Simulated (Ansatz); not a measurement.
I need a single point from a YAML input of Sc, space group I4/mmm. Use the Python package of Ansatz (0.2.0). Settings: PBEsol, PAW, cutoff 470 eV, 9×9×9 k-points, Methfessel-Paxton smearing of 0.15 eV.

Input file `scf.yaml`:
```yaml
crystal:
  lattice:
    - [-1.879, 1.879, 2.3805]
    - [1.879, -1.879, 2.3805]
    - [1.879, 1.879, -2.3805]
  atoms:
    - { symbol: Sc, position: [0.0, 0.0, 0.0] }
kpoints:
  mp_grid: { grid: [9, 9, 9], shift: [0.5, 0.5, 0.5] }
hamiltonian:
  xc: pbesol
scf:
  occupations: { method: methfessel_paxton, width: 0.15 }
basis:
  ecutwfc: "470 eV"
output:
  forces: true
```

The script, `yaml_run.py`:
```python
import ansatz as az
import yaml

with open("scf.yaml") as handle:
    tree = yaml.safe_load(handle)
print("sections:", list(tree))
planned = az.Session.from_dict(tree).plan(threads=1, pin="off")
outcome = planned.execute()
summary = outcome.report

print("%-22s %14.5f eV" % ("F = E - TS", summary["free_energy_ev"]))
print("%-22s %14.5f eV" % ("E", summary["internal_energy_ev"]))
print("%-22s %14.5f eV" % ("Harris-Foulkes", summary["harris_foulkes_ev"]))
print("%-22s %14.5f eV" % ("Fermi level", summary["fermi_energy_ev"]))

print("forces (eV/A)")
for site, force in zip(outcome.lattice.sites, summary["forces_ev_ang"]):
    print(f"  {site.symbol:2s} {force[0]:9.4f} {force[1]:9.4f} {force[2]:9.4f}")
```

```console
$ python yaml_run.py
sections: ['crystal', 'kpoints', 'hamiltonian', 'scf', 'basis', 'output']
F = E - TS                -2110.87445 eV
E                         -2110.87496 eV
Harris-Foulkes            -2110.87445 eV
Fermi level                   6.10522 eV
forces (eV/A)
  Sc    0.0000    0.0000    0.0000
```

What to keep in mind:
- The settings weren't tested for convergence.
- Under cold or Methfessel-Paxton smearing the entropy term is a generalised one and can be negative.
- For a metal this k-point mesh is coarse: on a finer one energies can move by several to tens of meV an atom and pressures by half a GPa or more, differences at one mesh by less.
- An absolute Fermi energy rests on an arbitrary zero of the periodic potential and has no direct meaning.
- This isn't the structure that Sc takes at ambient conditions.
- Hardware and time: 1.4 s on 1 thread of Arm Neoverse V1, with other jobs on the host, peak memory 0.35 GiB.

(Lines on the test bed's own set-up are left out of the output.)
